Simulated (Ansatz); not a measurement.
Write a Python script for the Ansatz DFT code, driven from Python that makes a convergence test of the k-point mesh of W, space group Pbcm. Settings (first run): PBEsol, PAW, the default cutoff (420 eV here), 3×2×2 k-points, Gaussian smearing of 0.1 eV. The script varies mesh: (3, 2, 2), (4, 2, 2), (5, 3, 3), (6, 4, 4), (8, 5, 5), (10, 6, 6).

```yaml
crystal:
  lattice:
    - [2.80966, 0.00000, 0.00000]
    - [0.00000, 4.86387, 0.00000]
    - [0.00000, 0.00000, 4.92370]
  atoms:
    - { symbol: W, position: [0.79317, 0.56316, 0.25000] }
    - { symbol: W, position: [0.20683, 0.06316, 0.25000] }
    - { symbol: W, position: [0.20683, 0.43684, 0.75000] }
    - { symbol: W, position: [0.79317, 0.93684, 0.75000] }
```

The script, `w_kconv.py`:
```python
'''k-point test for W.'''

from dataclasses import dataclass

import ansatz as az
import pandas as pd


@dataclass(frozen=True)
class Settings:
    xc: str = 'pbesol'
    filling: str = 'Gaussian'
    width_ev: float = 0.1


cfg = Settings()

system = (
    az.Lattice.orthorhombic(2.809662, 4.86387, 4.923695)
    .space_group(57, hermann_mauguin='Pbcm')
    .atom('W', (0.793172, 0.563157, 0.25))
)

calc = (
    system.calculation()
    .functional(cfg.xc)
    .occupations(cfg.filling, width=cfg.width_ev)
)

rows = []
for value in [(3, 2, 2), (4, 2, 2), (5, 3, 3), (6, 4, 4), (8, 5, 5), (10, 6, 6)]:
    r = calc.kpoints(mesh=value).run(threads=1, pin='off').report
    rows.append((value, r['free_energy_ev'] / len(r['lattice']['sites']), r['n_iterations'], r['n_kpoints']))

table = pd.DataFrame(rows, columns=['mesh', 'F/atom (eV)', 'iterations', 'k-points'])
print(table.round(5).to_string(index=False))

# differences from the last row
for row in rows[:-1]:
    shift = 1000 * (row[1] - rows[-1][1])
    print(f'{row[0]}: {shift:+.2f} meV/atom' + ('  (within 5 meV)' if abs(shift) < 5 else ''))
```

`python w_kconv.py` gives:
```text
DeckWarning: basis.ecutwfc = 420 eV, auto-derived from the records' recommended cutoffs: set by W (normal level)
      mesh  F/atom (eV)  iterations  k-points
 (3, 2, 2) -10255.96952           6         8
 (4, 2, 2) -10256.10014           6        12
 (5, 3, 3) -10255.99950           6        12
 (6, 4, 4) -10256.02141           6        36
 (8, 5, 5) -10256.02822           6        45
(10, 6, 6) -10256.02973           6        96
(3, 2, 2): +60.21 meV/atom
(4, 2, 2): -70.41 meV/atom
(5, 3, 3): +30.23 meV/atom
(6, 4, 4): +8.32 meV/atom
(8, 5, 5): +1.51 meV/atom  (within 5 meV)
```
(Warnings from the package without file and line.)

From 8×5×5 on it stays within 5 meV an atom of the value at 10×6×6; the first row (3×2×2) is off by 60.2 meV and the last but one by 1.51 meV. This holds for F at a smearing of 0.1 eV; a narrower one needs a denser mesh. It goes up and down, since the sum over k-points isn't variational.

Spin-orbit coupling, which matters for elements this heavy, is left out. This isn't the structure that W takes at ambient conditions. Shifts are counted from the finest mesh, which is itself no proven limit. Hardware and time: 12 s on 1 thread of Intel(R) Xeon(R) Processor @ 2.30GHz, with other jobs on the host, peak memory 0.64 GiB.
